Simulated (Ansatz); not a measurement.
# BiTe under changes of volume

One of the cells (33.855 Å³/atom); the others are scaled copies at fixed shape and fractional positions:

```
Bi Te
1.0
     0.00000    3.23500    3.23500
     3.23500    0.00000    3.23500
     3.23500    3.23500    0.00000
Bi Te
1 1
Direct
  0.00000 0.00000 0.00000
  0.50000 0.50000 0.50000
```

| Quantity | Value |
| --- | --- |
| Program | Ansatz 0.2.0 |
| Functional | PBEsol |
| Potentials or basis | all-electron LAPW, scalar-relativistic |
| Cutoff | 192 eV (chosen from the basis error) |
| Basis error allowed | 0.0005 eV/atom |
| k mesh | 7 × 7 × 7 |
| Occupations | fermi-dirac, width 0.05 eV |
| Spin | no spin polarisation |

| volume (Å³/atom) | energy over the lowest point (meV/atom) | pressure (GPa) |
| --- | --- | --- |
| 31.824 | 4.77 | 1.8 |
| 32.501 | 0.00 | 0.5 |
| 33.178 | 0.05 | -0.6 |
| 33.855 | 4.42 | -1.5 |
| 34.532 | 12.67 | -2.4 |
| 35.209 | ? | ? |
| 35.886 | 39.24 | -3.9 |

Task: What does the run at 35.209 Å³/atom give?

Result: Energy over the lowest point 24.40 meV/atom; pressure -3.2 GPa.

Worked out: A Birch-Murnaghan fit of order 3 (a polynomial in V^(-2/3)) to the other rows has its minimum at 32.83 Å³/atom with B0 = V·E''(V) = 52 GPa and B' = 4.3. It gives 24.39 meV/atom at 35.209 Å³/atom, against the run's 24.40, and -dE/dV = -3.2 GPa, against -3.2.

Energies are extrapolated to zero smearing.
